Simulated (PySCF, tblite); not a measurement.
**C5H14NPSi: geometry, infrared bands and NMR shifts**

Aim: predict the infrared bands and NMR shifts of C5H14NPSi (`CC(C)(C)/C=N\[SiH2]P`).

The runs use tblite 0.8.0 and PySCF 2.14.0, with density-fitted response routines of our own; the level of theory stands in each step. All values are computed, except where a source is named. Atoms are numbered from 0 throughout.

## Step 1: Starting geometry

22 atoms, charge 0, multiplicity 1; geometry from: force field or distance geometry start.

Bonds of the start (Å): C0–C1 1.49, C1–C2 1.51, C1–C3 1.52, C1–C4 1.53, C4–N5 1.26, N5–Si6 1.74, Si6–P7 2.23, C0–H8 1.11, C0–H9 1.14, C0–H10 1.12, C2–H11 1.10, C2–H12 1.12, C2–H13 1.12, C3–H14 1.12, C3–H15 1.08, C3–H16 1.13, C4–H17 1.09, Si6–H18 1.44, Si6–H19 1.49, P7–H20 1.42, P7–H21 1.43.

## Step 2: Optimising the geometry with GFN2-xTB

The job: settings as JSON, then the geometry in Å.

```
{"job": {"kind": "relax", "xc": "GFN2-xTB", "basis": "xTB"}, "charge": 0, "multiplicity": 1}
C     -1.134200    -1.180400    -0.782600
C     -0.945100    -0.003900     0.113300
C     -2.299200     0.352700     0.668600
C     -0.435900     1.249800    -0.569800
C     -0.143600    -0.335200     1.368500
N      1.061900    -0.672200     1.268100
Si     1.960700    -0.806400    -0.221500
P      3.628000     0.675300    -0.322300
H     -0.519200    -2.073900    -0.541000
H     -2.204400    -1.554400    -0.641600
H     -1.120800    -0.903100    -1.867100
H     -2.286200     0.845200     1.649000
H     -2.837900     0.944200    -0.110000
H     -2.872400    -0.599400     0.800400
H     -1.154600     2.088200    -0.366400
H     -0.387200     1.157800    -1.642800
H      0.523700     1.624100    -0.095700
H     -0.600300    -0.287100     2.357300
H      1.226500    -0.606200    -1.439800
H      2.656400    -2.128500    -0.247500
H      4.735000     0.241000     0.462900
H      3.138400     1.991800    -0.032900
```

The run is started by

```sh
$ OMP_NUM_THREADS=1 python probes_run.py task.json out
```

The driver reads the jobs from task.json and runs them one after another.

Log:

```text
step      E/eV     max force
  0    -679.06850    2.723
  1    -679.48330    1.384
  2    -679.71152    1.219
  3    -679.94391    1.404
  4    -680.15668    1.238
  5    -680.25334    0.514
  6    -680.29443    0.506
  7    -680.32028    0.412
  8    -680.35467    0.446
  9    -680.37960    0.408
 10    -680.40132    0.346
 11    -680.42444    0.349
 12    -680.45198    0.441
 13    -680.47327    0.349
 14    -680.48652    0.236
 15    -680.49617    0.226
 16    -680.50446    0.231
 17    -680.51304    0.195
 18    -680.52146    0.188
 19    -680.53008    0.222
 20    -680.54020    0.216
 21    -680.55040    0.252
 22    -680.55836    0.234
 23    -680.56436    0.148
 24    -680.56994    0.252
 25    -680.57732    0.355
 26    -680.58695    0.367
 27    -680.59629    0.246
 28    -680.60339    0.148
 29    -680.60839    0.178
 30    -680.61276    0.209
 31    -680.61696    0.174
 32    -680.62054    0.108
 33    -680.62364    0.117
 34    -680.62696    0.192
 35    -680.63027    0.205
 36    -680.63280    0.176
 37    -680.63476    0.097
 38    -680.63687    0.158
 39    -680.63889    0.156
 40    -680.64061    0.103
 41    -680.64199    0.075
 42    -680.64298    0.061
 43    -680.64376    0.083
 44    -680.64445    0.077
 45    -680.64521    0.063
 46    -680.64632    0.108
 47    -680.64813    0.151
 48    -680.65096    0.175
 49    -680.65493    0.190
 50    -680.65979    0.169
 51    -680.66503    0.160
 52    -680.66997    0.193
 53    -680.67499    0.205
 54    -680.67371    0.356
 55    -680.68308    0.148
 56    -680.68693    0.140
 57    -680.69760    0.423
 58    -680.70596    0.340
 59    -680.71412    0.258
 60    -680.71813    0.663
 61    -680.73303    0.163
 62    -680.73854    0.181
 63    -680.73609    0.556
 64    -680.74900    0.181
 65    -680.75395    0.160
 66    -680.77020    0.271
 67    -680.77435    0.133
 68    -680.77635    0.137
 69    -680.78232    0.155
 70    -680.78605    0.132
 71    -680.79073    0.122
 72    -680.79329    0.104
 73    -680.79679    0.119
 74    -680.80042    0.151
 75    -680.80437    0.148
 76    -680.80743    0.123
 77    -680.80953    0.084
 78    -680.81111    0.089
 79    -680.81291    0.107
 80    -680.81532    0.121
 81    -680.81768    0.159
 82    -680.82106    0.121
 83    -680.82422    0.115
 84    -680.82795    0.108
 85    -680.82992    0.116
 86    -680.83266    0.106
 87    -680.83417    0.078
 88    -680.83525    0.070
 89    -680.83604    0.090
 90    -680.83680    0.060
 91    -680.83749    0.047
 92    -680.83807    0.048
 93    -680.83862    0.046
 94    -680.83912    0.050
 95    -680.83945    0.047
 96    -680.83969    0.036
 97    -680.83993    0.040
 98    -680.84019    0.036
 99    -680.84042    0.035
100    -680.84065    0.030
101    -680.84090    0.030
102    -680.84117    0.040
103    -680.84141    0.042
104    -680.84160    0.037
105    -680.84183    0.035
106    -680.84216    0.042
107    -680.84258    0.048
108    -680.84295    0.067
109    -680.84325    0.051
110    -680.84360    0.045
111    -680.84422    0.056
112    -680.84499    0.070
113    -680.84583    0.065
114    -680.84649    0.059
115    -680.84704    0.055
116    -680.84763    0.049
117    -680.84833    0.051
118    -680.84890    0.042
119    -680.84905    0.048
120    -680.84937    0.035
121    -680.84960    0.039
122    -680.84993    0.056
123    -680.85020    0.057
124    -680.85059    0.047
125    -680.85104    0.040
126    -680.85160    0.041
127    -680.85215    0.041
128    -680.85263    0.036
129    -680.85305    0.043
130    -680.85347    0.046
131    -680.85395    0.043
132    -680.85435    0.053
133    -680.85469    0.067
134    -680.85500    0.030
135    -680.85517    0.023
136    -680.85527    0.023
137    -680.85548    0.029
138    -680.85569    0.036
139    -680.85597    0.032
140    -680.85629    0.042
141    -680.85670    0.050
142    -680.85711    0.048
143    -680.85754    0.045
144    -680.85793    0.046
145    -680.85831    0.035
146    -680.85867    0.039
147    -680.85912    0.048
148    -680.85974    0.054
149    -680.86055    0.070
150    -680.86119    0.081
151    -680.86200    0.075
152    -680.86270    0.066
153    -680.86403    0.069
154    -680.86477    0.087
155    -680.86642    0.094
156    -680.86748    0.075
157    -680.86841    0.051
158    -680.86907    0.058
159    -680.86948    0.060
160    -680.86986    0.057
161    -680.87021    0.051
162    -680.87046    0.030
163    -680.87063    0.029
164    -680.87081    0.033
165    -680.87102    0.032
166    -680.87122    0.038
167    -680.87140    0.034
168    -680.87158    0.029
169    -680.87188    0.039
170    -680.87211    0.046
171    -680.87230    0.037
172    -680.87240    0.027
173    -680.87247    0.023
174    -680.87254    0.017
175    -680.87262    0.017
176    -680.87269    0.016
177    -680.87274    0.015
178    -680.87278    0.024
179    -680.87283    0.014
180    -680.87290    0.018
181    -680.87298    0.020
182    -680.87307    0.021
183    -680.87320    0.025
184    -680.87338    0.026
185    -680.87356    0.023
186    -680.87371    0.025
187    -680.87381    0.023
188    -680.87387    0.036
189    -680.87390    0.032
190    -680.87397    0.016
191    -680.87404    0.019
192    -680.87412    0.021
193    -680.87423    0.028
194    -680.87437    0.026
195    -680.87452    0.028
196    -680.87465    0.027
197    -680.87477    0.042
198    -680.87474    0.058
199    -680.87496    0.034
200    -680.87503    0.025
201    -680.87517    0.020
202    -680.87525    0.021
203    -680.87540    0.026
204    -680.87550    0.017
205    -680.87558    0.013
206    -680.87564    0.013
207    -680.87571    0.023
208    -680.87579    0.028
209    -680.87587    0.023
210    -680.87593    0.018
211    -680.87601    0.027
212    -680.87610    0.035
213    -680.87620    0.031
214    -680.87629    0.024
215    -680.87638    0.022
216    -680.87647    0.021
217    -680.87656    0.024
218    -680.87665    0.032
219    -680.87674    0.034
220    -680.87683    0.024
221    -680.87693    0.026
222    -680.87700    0.029
223    -680.87708    0.028
224    -680.87715    0.021
225    -680.87721    0.017
226    -680.87725    0.015
227    -680.87728    0.013
228    -680.87731    0.012
229    -680.87733    0.011
230    -680.87736    0.008
```

It took 2.3 s on 1 thread of Arm Neoverse V1, shared host.

Step by step: (not every step is listed)

```tsv
step	energy from step 0 (eV)	largest force (eV/Å)
0	0.0000	2.7231
1	-0.4148	1.3838
2	-0.6430	1.2194
3	-0.8754	1.4044
4	-1.0882	1.2378
5	-1.1848	0.5138
6	-1.2259	0.5060
7	-1.2518	0.4119
8	-1.2862	0.4458
29	-1.5399	0.1784
50	-1.5913	0.1691
71	-1.7222	0.1224
92	-1.7696	0.0485
113	-1.7773	0.0654
134	-1.7865	0.0304
155	-1.7979	0.0943
176	-1.8042	0.0161
197	-1.8063	0.0421
218	-1.8082	0.0316
225	-1.8087	0.0174
226	-1.8088	0.0147
227	-1.8088	0.0127
228	-1.8088	0.0119
229	-1.8088	0.0115
230	-1.8089	0.0078
```

Distances of close pairs at the start and the end, largest changes first:

```tsv
bond	before (Å)	after (Å)	change (Å)
C0–H9	1.142	1.088	-0.054
P7–H21	1.434	1.380	-0.054
C3–H16	1.134	1.087	-0.046
P7–H20	1.425	1.381	-0.044
C0–C1	1.491	1.533	+0.042
N5–Si6	1.745	1.704	-0.041
Si6–H18	1.436	1.475	+0.038
C3–H14	1.123	1.088	-0.035
```

The final coordinates are the input of the step that follows.

## Step 3: Infrared spectrum with GFN2-xTB

The job: settings as JSON, then the geometry in Å.

```
{"job": {"kind": "ir", "xc": "GFN2-xTB", "basis": "xTB"}, "charge": 0, "multiplicity": 1}
C     -1.341056    -1.142897    -0.882604
C     -1.132900     0.050891     0.056531
C     -2.468676     0.447784     0.688090
C     -0.556166     1.239305    -0.718150
C     -0.163499    -0.353876     1.145095
N      1.032887    -0.699559     1.034791
Si     2.292662    -0.838323    -0.103940
P      3.369276     1.128365     0.052726
H     -0.395631    -1.461907    -1.311812
H     -1.769553    -1.982288    -0.338759
H     -2.018710    -0.869956    -1.688560
H     -2.338623     1.289810     1.364662
H     -3.179294     0.737370    -0.082793
H     -2.892188    -0.383706     1.247834
H     -0.428693     2.095330    -0.058656
H     -1.227785     1.520349    -1.526398
H      0.413436     0.991635    -1.143543
H     -0.577696    -0.349048     2.157120
H      2.067295    -1.017969    -1.550125
H      3.040109    -1.984963     0.412787
H      4.585491     0.603291    -0.338406
H      3.678901     0.999747     1.391251
```

Log:

```text
mode    cm-1     km/mol
  1      38.4      1.21
  2      50.7      0.54
  3      82.2      7.34
  4     104.0      0.92
  5     139.4      1.76
  6     158.3      0.19
  7     207.1      0.19
  8     234.6      0.59
  9     256.6      1.28
 10     267.5      4.32
 11     352.1      4.90
 12     357.3      2.83
 13     387.5      0.42
 14     401.6      3.79
 15     463.4     65.81
 16     482.3     28.04
 17     546.9     15.18
 18     607.0     48.31
 19     659.4    163.56
 20     693.4      8.14
 21     720.3    180.22
 22     771.2     67.00
 23     812.8     75.61
 24     833.0    168.17
 25     843.7     21.59
 26     946.8     35.86
 27     963.6      3.84
 28     965.4      2.84
 29     967.6      2.27
 30    1030.8      0.29
 31    1040.0      2.56
 32    1152.2     14.98
 33    1227.8      8.11
 34    1234.5     24.83
 35    1254.4      1.71
 36    1354.9      4.00
 37    1399.4      4.87
 38    1403.9      7.12
 39    1425.4      1.95
 40    1482.1      0.28
 41    1486.6      0.46
 42    1493.1      0.40
 43    1496.0      2.96
 44    1505.3      3.84
 45    1510.7      6.63
 46    1764.2    183.53
 47    2129.6    263.14
 48    2246.6    220.38
 49    2322.1    107.19
 50    2411.0    151.96
 51    2898.9     58.88
 52    3026.4      1.91
 53    3027.3      8.20
 54    3029.4      8.42
 55    3032.7     10.76
 56    3033.3     66.17
 57    3035.5     64.59
 58    3041.1     23.07
 59    3041.7     53.11
 60    3059.5     31.67
```

It took 1.1 s on 1 thread of Arm Neoverse V1, shared host.

The strongest bands and the atoms that carry them (share of the mass-weighted mode):

```tsv
cm⁻¹	km/mol	atoms
659	163.6	H21 36 %, H19 33 %, H20 14 %
720	180.2	H18 34 %, H21 25 %, H19 17 %
833	168.2	Si6 21 %, H19 17 %, H18 16 %
1764	183.5	C4 50 %, N5 49 %
2130	263.1	H18 95 %
2247	220.4	H19 96 %
2322	107.2	H20 57 %, H21 40 %
2411	152.0	H21 57 %, H20 40 %
```

## Step 4: NMR shieldings: PBE0/pcSseg-1

Same as in step 3 but for these lines:

```diff
@@ -1,2 +1,2 @@
-{"job": {"kind": "ir", "xc": "GFN2-xTB", "basis": "xTB"}, "charge": 0, "multiplicity": 1}
+{"job": {"kind": "nmr", "xc": "PBE0", "basis": "pcSseg-1"}, "charge": 0, "multiplicity": 1}
 C     -1.341056    -1.142897    -0.882604
```

Method: GIAO PBE0/pcSseg-1 NMR shielding, non-relativistic, gas phase.

Log:

```text
coarse grid: 18424 points
cycle   1  E = -883.8167639731  dE =  6.881e-01  |g| = 5.246e-01  |ddm| = 4.065e+00
cycle   2  E = -883.7556334001  dE =  6.113e-02  |g| = 7.521e-01  |ddm| = 1.274e+00
cycle   3  E = -883.8803026282  dE = -1.247e-01  |g| = 1.469e-01  |ddm| = 8.508e-01
cycle   4  E = -883.8850128551  dE = -4.710e-03  |g| = 3.634e-02  |ddm| = 1.594e-01
cycle   5  E = -883.8853235443  dE = -3.107e-04  |g| = 8.136e-03  |ddm| = 4.877e-02
cycle   6  E = -883.8853387720  dE = -1.523e-05  |g| = 2.853e-03  |ddm| = 1.177e-02
cycle   7  E = -883.8853405807  dE = -1.809e-06  |g| = 4.066e-04  |ddm| = 2.904e-03
final grid: 166096 points
cycle   8  E = -883.9331867964  dE = -6.380e-05  |g| = 9.109e-03  |ddm| = 5.142e-02
cycle   9  E = -883.9331788447  dE =  7.952e-06  |g| = 1.065e-02  |ddm| = 1.992e-02
cycle  10  E = -883.9332081750  dE = -2.933e-05  |g| = 7.197e-04  |ddm| = 1.146e-02
cycle  11  E = -883.9332082692  dE = -9.418e-08  |g| = 3.369e-04  |ddm| = 1.041e-03
cycle  12  E = -883.9332082902  dE = -2.108e-08  |g| = 1.339e-04  |ddm| = 4.299e-04
cycle  13  E = -883.9332082940  dE = -3.764e-09  |g| = 4.093e-05  |ddm| = 1.511e-04
cycle  14  E = -883.9332082944  dE = -3.699e-10  |g| = 4.280e-06  |ddm| = 3.843e-05
converged SCF energy = -883.9332082944

GIAO shielding tensors (ppm)
atom      isotropic    diamagn.    paramagn.     s11        s22        s33       span
  0 C      158.388     248.046     -89.658    140.075    151.461    183.628     43.553
  1 C      145.955     249.056    -103.101    133.853    144.686    159.326     25.473
  2 C      156.360     247.686     -91.326    140.461    144.099    184.520     44.059
  3 C      157.361     248.947     -91.586    142.308    149.800    179.975     37.668
  4 C       -8.070     252.229    -260.299   -108.656    -19.721    104.166    212.822
  5 N      -94.422     331.670    -426.092   -416.584   -148.643    281.961    698.545
  6 Si     404.394     881.358    -476.964    373.188    381.304    458.690     85.502
  7 P      622.722     967.604    -344.881    541.806    623.957    702.404    160.598
  8 H       30.252      32.426      -2.174     25.114     30.164     35.479     10.365
  9 H       30.712      31.549      -0.837     26.879     28.354     36.904     10.025
 10 H       30.918      31.733      -0.815     27.492     28.507     36.754      9.262
 11 H       30.361      31.012      -0.651     26.330     28.276     36.476     10.145
 12 H       30.688      30.611       0.076     27.188     28.916     35.959      8.771
 13 H       30.332      30.927      -0.595     26.411     27.948     36.638     10.227
 14 H       30.754      32.368      -1.614     26.698     29.222     36.340      9.643
 15 H       30.813      32.414      -1.602     27.143     28.927     36.368      9.225
 16 H       30.195      33.104      -2.909     25.345     28.748     36.492     11.147
 17 H       22.765      32.307      -9.542     19.797     21.848     26.650      6.854
 18 H       25.835      30.787      -4.952     22.168     25.692     29.646      7.478
 19 H       25.814      29.934      -4.120     22.742     23.862     30.839      8.097
 20 H       30.778      28.607       2.171     25.619     26.715     39.998     14.379
 21 H       30.421      29.808       0.613     25.101     27.513     38.650     13.548
```

Run time: 55 s. Hardware: 1 thread of Arm Neoverse V1, shared host; peak memory 1.1 GiB.

Shifts follow as δ = σ(reference) − σ, with reference shieldings (ppm) from runs at the same level and on the same kind of geometry: 1H TMS 31.72, 13C TMS 186.9, 29Si TMS 349.2, 15N NH3 267.7, 31P H3PO4 318.4. The references are single molecules in the gas phase, so shifts against H2O, NH3, PH3, H3PO4 or CFCl3 are not on the usual liquid scales and can be off by tens of ppm. Atoms listed in one row are averaged.

```tsv
atoms	environment	σ (ppm)	δ (ppm)	δ scaled to CDCl3
C4	C=N carbon	-8.1	195.0	188.4
C1	quaternary sp3 carbon	146.0	41.0	38.1
C0, C2, C3	methyl carbon	157.4	29.6	26.9
H17	hydrogen on a C=N carbon	22.76	8.95	8.55
H18, H19	hydrogen on a silicon bonded to N, P	25.82	5.89	–
H8, H9, H10, H11, H12 and 4 more	hydrogen on a methyl carbon	30.56	1.16	1.20
H20, H21	hydrogen on a phosphorus bonded to Si	30.60	1.12	–
N5	imine nitrogen	-94.4	362.2	–
Si6	silicon bonded to N, P, 2 H	404.4	-55.2	–
P7	phosphorus bonded to Si, 2 H	622.7	-304.3	–
```

The scaled column applies a straight-line fit of computed shieldings to shifts measured in CDCl3 (root-mean-square error 0.16 ppm for H, 1.9 ppm for C).

The run also stored atomic charges by several schemes (e):

```tsv
atoms	Mulliken	IAO	Hirshfeld	ESP fit
C0, C2, C3	-0.15	-0.41	-0.12	-0.54
C1	-0.64	0.01	0.02	0.60
C4	0.30	0.09	0.08	0.36
N5	-0.58	-0.54	-0.24	-0.63
Si6	0.48	0.70	0.30	0.56
P7	-0.23	-0.12	-0.02	-0.37
```

Mayer bond orders: C0–C1 1.01, C1–C2 1.01, C1–C3 1.01, C1–C4 0.91, C4–N5 1.90, N5–Si6 1.01, Si6–P7 1.00.

The fields below are evaluated on a grid from the run's orbitals.

Frontier orbitals at PBE0/pcSseg-1, with the share of their density that lies nearest to each atom:

```tsv
orbital	energy (eV)	lies on
HOMO	-6.78	N5 57 %; H17, H18 about 8 % each; C1 9 %
LUMO	-0.93	C4 35 %; N5 25 %; H17 8 %
```

ELF in a plane through or near 5 of the atoms.

Values, 10 rows by 14 columns:
```
0.00 0.00 0.00 0.00 0.00 0.00 0.00 0.00 0.00 0.00 0.00 0.00 0.00 0.00
0.00 0.00 0.00 0.03 0.09 0.00 0.00 0.01 0.00 0.00 0.00 0.00 0.00 0.00
0.00 0.00 0.04 0.70 0.91 0.24 0.02 0.98 0.36 0.00 0.00 0.00 0.00 0.00
0.00 0.00 0.20 0.83 0.96 0.49 0.07 0.97 0.43 0.01 0.20 0.00 0.00 0.00
0.00 0.05 0.97 0.81 0.72 0.12 0.95 0.31 0.63 0.04 0.97 0.04 0.00 0.00
0.00 0.01 0.92 0.32 0.21 0.17 0.33 0.31 0.09 0.02 0.18 0.00 0.00 0.00
0.00 0.00 0.01 0.01 0.69 1.00 0.03 0.34 0.76 0.98 0.03 0.00 0.00 0.00
0.00 0.00 0.00 0.00 0.85 1.00 0.01 0.97 0.48 0.96 0.06 0.00 0.00 0.00
0.00 0.00 0.00 0.00 0.06 0.32 0.00 0.21 0.03 0.04 0.00 0.00 0.00 0.00
0.00 0.00 0.00 0.00 0.00 0.00 0.00 0.00 0.00 0.00 0.00 0.00 0.00 0.00
```
The map spans 14.3 Å across and 9.1 Å up, centred on the molecule. Atoms in the plane (x, y in Å): C3 (0.6, 0.8), H10 (2.0, -1.5), H14 (0.5, 1.9), H16 (-0.4, 0.4), H18 (-2.1, -1.6).

On the surface of density 0.002 e/bohr³ the electrostatic potential runs, from the 1st to the 99th percentile, from -1.26 V near N5 to 0.82 V near H18.

## Step 5: Results

| quantity | value |
| --- | --- |
| strongest single infrared mode (GFN2-xTB) | 2130 cm⁻¹, 263 km/mol |
| zero-point energy (GFN2-xTB) | 109.9 kcal/mol |
| 13C shifts against TMS (PBE0/pcSseg-1, means over atoms taken as alike) | 195.0, 41.0, 29.6 ppm |
| 1H shifts against TMS (PBE0/pcSseg-1, means over atoms taken as alike) | 8.95, 5.89, 1.16, 1.12 ppm |
| 15N shifts against NH3 (PBE0/pcSseg-1) | 362.2 ppm |
| 29Si shifts against TMS (PBE0/pcSseg-1) | -55.2 ppm |
| 31P shifts against H3PO4 (PBE0/pcSseg-1) | -304.3 ppm |
| surface potential, 1st and 99th percentile | -1.26 V and 0.82 V |

In words: The optimisation took 230 steps and gained 1.809 eV; among the close pairs (by a distance rule), C0–H9 changed most, from 1.142 to 1.088 Å. All 60 modes are real, so the xTB geometry is a minimum. The strongest single mode, at 2130 cm⁻¹, moves mainly H18. GFN2-xTB is a fitted tight-binding method: band positions and strengths are rough. Its intensities can rank the bands wrongly. At PBE0/pcSseg-1: The widest tensor belongs to N5: span 699 ppm, with a paramagnetic part of -426 ppm. By nearest atom (PBE0/pcSseg-1), the HOMO sits on N5 57 %; H17, H18 about 8 % each and the LUMO on C4 35 %; N5 25 %.
